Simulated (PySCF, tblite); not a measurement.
# C₃H₁₁B₂NSi: geometry, infrared bands and NMR shifts

Aim: predict the infrared bands and NMR shifts of C₃H₁₁B₂NSi (`BN1B[SiH2]C[C@H]1C`).

The runs use tblite 0.8.0 and PySCF 2.14.0, with density-fitted response routines of our own; the level of theory stands in each step. All values are computed, except where a source is named. Atoms count from 0, in the outputs and in this text.

### Step 1. The molecule as given

18 atoms, charge 0, multiplicity 1; geometry from: force field or distance geometry start.

Bonds of the start (Å): B0–N1 1.49, N1–B2 1.55, B2–Si3 1.96, Si3–C4 1.88, C4–C5 1.50, C5–C6 1.53, C5–N1 1.43, B0–H7 1.19, B0–H8 1.19, B2–H9 1.19, Si3–H10 1.45, Si3–H11 1.45, C4–H12 1.10, C4–H13 1.12, C5–H14 1.11, C6–H15 1.10, C6–H16 1.11, C6–H17 1.11.

### Step 2. Geometry optimisation with GFN2-xTB

What the job is given:

```
{"job": {"kind": "relax", "xc": "GFN2-xTB", "basis": "xTB"}, "charge": 0, "multiplicity": 1}
B     -1.408300    -1.722400    -0.519000
N     -0.243500    -0.786900    -0.531700
B      1.059800    -1.568200    -0.221600
Si     2.263300    -0.018300    -0.178900
C      0.884600     1.138300     0.362300
C     -0.347200     0.291700     0.396400
C     -1.474700     1.177000    -0.125100
H     -1.917900    -1.962400     0.527700
H     -2.049100    -1.869000    -1.516500
H      1.077300    -2.362100     0.665500
H      2.725400     0.234800    -1.527500
H      3.303500    -0.173700     0.822900
H      0.818600     2.022100    -0.290200
H      1.109000     1.453400     1.408500
H     -0.610300    -0.054800     1.418400
H     -1.304200     1.397200    -1.192700
H     -1.437500     2.120100     0.462500
H     -2.457500     0.689600     0.027300
```

Run with:

```
> OMP_NUM_THREADS=1 python probes_run.py task.json out
```

The driver reads the jobs from task.json and runs them one after another.

**Question.** This job is followed by: GFN2-xTB harmonic vibrations, gas phase; GIAO PBE0/pcSseg-1 NMR shielding, non-relativistic, gas phase. Predict these results of the whole session: strongest single infrared mode (GFN2-xTB); zero-point energy (GFN2-xTB); ¹³C shifts against TMS (PBE0/pcSseg-1); ¹H shifts against TMS (PBE0/pcSseg-1, means over atoms taken as alike); ¹¹B shifts against BF3·OEt2 (PBE0/pcSseg-1); ¹⁵N shifts against NH3 (PBE0/pcSseg-1); ²⁹Si shifts against TMS (PBE0/pcSseg-1).

The runs gave:

| quantity | value |
| --- | --- |
| strongest single infrared mode (GFN2-xTB) | 2155 cm⁻¹, 463 km/mol |
| zero-point energy (GFN2-xTB) | 87.5 kcal/mol |
| ¹³C shifts against TMS (PBE0/pcSseg-1) | 67.1, 34.4, 17.1 ppm |
| ¹H shifts against TMS (PBE0/pcSseg-1, means over atoms taken as alike) | 6.65, 5.84, 4.34, 4.15, 4.09, 1.75, 1.40, 0.74 ppm |
| ¹¹B shifts against BF3·OEt2 (PBE0/pcSseg-1) | 64.1, 52.7 ppm |
| ¹⁵N shifts against NH3 (PBE0/pcSseg-1) | 261.5 ppm |
| ²⁹Si shifts against TMS (PBE0/pcSseg-1) | -66.7 ppm |

In words: Relaxing lowered the energy by 2.442 eV in 77 steps; the close pair that moved most is N1–B2, from 1.551 to 1.411 Å. The lowest mode is imaginary (47i cm⁻¹), so the xTB geometry is not a minimum. The strongest single mode, at 2155 cm⁻¹, moves mainly H11. Unscaled tight-binding wavenumbers are off by several per cent, some by more. Its intensities can rank the bands wrongly. At PBE0/pcSseg-1: Shielding is most anisotropic at N1 (span 371 ppm, paramagnetic term -318 ppm).
